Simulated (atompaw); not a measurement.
**Selenium: generating and testing a PAW (atompaw) potential**

Task: generate the file, and judge it by its logarithmic derivatives, its ghosts and its cutoff.

Method: atompaw 4.2.0.5, PBE, scalar-relativistic.

## 1. The design

The settings as typed:

```json
{"element": "selenium (Se, Z = 34)", "type": "PAW", "frozen core": "[Ne]", "valence charge": "24", "reference configuration": "3s2 3p6 3d10 4s2 4p4", "partial waves": "3s (bound): rc 0.95 bohr; 4s (bound): rc 0.85 bohr; 3p (bound): rc 0.85 bohr; 4p (bound): rc 1.30 bohr; 3d (bound): rc 0.65 bohr; 3d channel at -1.15 Ry: rc 1.30 bohr", "local potential": "bessel scheme, radius 1.20 bohr", "core correction": "smooth core density matched at 1.30 bohr", "augmentation charge": "sinc compensation charge, radius 1.00 bohr; PAW radius 1.30 bohr; waves and projectors: custom rrkj vanderbiltortho"}
```

The outer shells as boxes (Hund's rule for the drawing; the calculation is spin-unpolarised):

```
[Ne] core
3s [↑↓]
3p [↑↓][↑↓][↑↓]
3d [↑↓][↑↓][↑↓][↑↓][↑↓]
4s [↑↓]
4p [↑↓][↑ ][↑ ]
```

## 2. Generating the potential

Input file Se.input:

```
Se 34
GGA-PBE scalarrelativistic loggrid 1500 logderivrange -18 5 576
4 4 3 0 0 0
4 1 4
0 0 0
c
c
v
v
c
v
v
v
2
1.30 1.00 1.20 1.30
n
n
y
-1.15
n
custom rrkj vanderbiltortho sinc
bessel
0.95
0.85
0.85
1.30
0.65
1.30
PWSCFOUT
UPFDX 0.0125d0 UPFXMIN -7.d0 UPFZMESH 34.d0
END
```

Started as:

```console
$ atompaw < Se.input > Se.log
```

Before running it: what results should come out? Wanted: cutoffs for 10 and 1 mRy, occupied levels; bound ghosts; largest phase difference near zero energy, channels read; lowest eigenvalue of the overlap; share of valence orbitals outside the PAW sphere; UPF file.

The runs gave:

| quantity | value |
| --- | --- |
| cutoffs for 10 and 1 mRy, occupied levels | over 300 Ry and over 300 Ry |
| bound ghosts | none found |
| largest phase difference near zero energy, channels read | 2.883 rad |
| lowest eigenvalue of the overlap (Bessel basis) | 0.101 (d) |
| share of valence orbitals outside the PAW sphere | 3s 0 %, 4s 77 %, 3p 1 %, 4p 89 %, 3d 4 % |
| UPF file | written |

**Reading.** By its cutoff, over 300 Ry for the looser tolerance, it is very hard. The slowest occupied level is 3d: taken alone it needs over 300 Ry to come within 1 mRy, against 180 Ry for 3p. No bound ghost shows below the valence levels. Of the channels read, d scatters worst near zero energy, by up to 2.88 rad. A step near π is an extra or missing state, not a misfit of shape. The pseudo curves have a pole with no partner nearby in the atom's: d at 0.64 Ry. At positive energy that is a spurious or a displaced resonance. These are tests on the free atom; a crystal test is still owed.
